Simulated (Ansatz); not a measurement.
**CH3NOSn: small, medium and large basis sets**

An exercise on one series of results from a longer session: the logs are not shown, and one member is left open.

Computed with Ansatz 0.2.0, Gaussian basis. Level: one geometry, several basis sets.

The runs, in order: PBE0-D4/def2-SVP; ωB97M-V/def2-SVP; PBE0-D4/def2-QZVPP; ωB97M-V/def2-QZVPP; the functionals' def2-TZVPP values are taken from earlier runs.

**The geometry**

The geometry comes from an earlier relaxation with PBE0-D4 in a triple-zeta def2 set; it is a stationary point, not always the lowest conformer. Sn takes the def2 core potential; no spin-orbit term is included.

7 atoms, charge 0, spin multiplicity 1.

Atoms are counted from 1 here; the program's logs count them from 0.

Bond lengths: O1–C2 1.151 Å, C2–N3 1.220 Å, N3–Sn4 2.506 Å, N3–H5 1.009 Å, Sn4–H6 1.777 Å, Sn4–H7 1.777 Å. Angles: O1–C2–N3 174.1°, C2–N3–Sn4 127.2°, C2–N3–H5 122.4°, Sn4–N3–H5 110.3°, N3–Sn4–H6 82.5°, N3–Sn4–H7 82.5°, H6–Sn4–H7 90.6°.

Geometry (Å):

```xyz
7

O    -0.0629   -2.6291    1.0975
C     0.2203   -1.5752    0.7312
N     0.4024   -0.4478    0.3020
Sn   -1.2677    1.0253   -0.8478
H     1.2926    0.0223    0.3753
H    -0.6097    2.2454    0.2642
H     0.0861    1.2911   -1.9680
```

The first run:

Input file in.yaml:

```yaml
crystal:
  periodic: [false, false, false]
  atoms:
    - {symbol: O, position_ang: [-0.062905, -2.629107, 1.097473]}
    - {symbol: C, position_ang: [0.220289, -1.575172, 0.731188]}
    - {symbol: N, position_ang: [0.402427, -0.447840, 0.301976]}
    - {symbol: Sn, position_ang: [-1.267699, 1.025295, -0.847837]}
    - {symbol: H, position_ang: [1.292617, 0.022342, 0.375285]}
    - {symbol: H, position_ang: [-0.609657, 2.245364, 0.264167]}
    - {symbol: H, position_ang: [0.086129, 1.291119, -1.967952]}
basis:
  gaussian: {orbitals: def2-SVP}
hamiltonian: {xc: pbe0, dispersion: d4}
output: {orbitals: {seedname: orbitals}}
```

Launch:

```
$ ansatz run in.yaml --threads 2 --pin off --events-out ev --progress --plain --max-ram 4352MiB
```

Steps of the session up to this table: PBE0-D4 in def2-SVP; ωB97M-V in def2-SVP; PBE0-D4 in def2-QZVPP; ωB97M-V in def2-QZVPP.

One of the session's tables, all rows but one given; the rest of the session is left out.

It belongs to the step «Functionals by basis». 

```
functional       basis  HOMO (eV)  LUMO (eV)
   PBE0-D4    def2-SVP          ?          ?
   PBE0-D4  def2-TZVPP      -6.07      -1.87
   PBE0-D4  def2-QZVPP      -6.09      -1.89
   ωB97M-V    def2-SVP      -7.94       0.26
   ωB97M-V  def2-TZVPP      -8.12      -0.01
   ωB97M-V  def2-QZVPP      -8.14      -0.10
```

Estimate the missing values for PBE0-D4, def2-SVP.

As computed: HOMO (eV): -5.94; LUMO (eV): -1.76. In the column «HOMO (eV)» it is the highest.
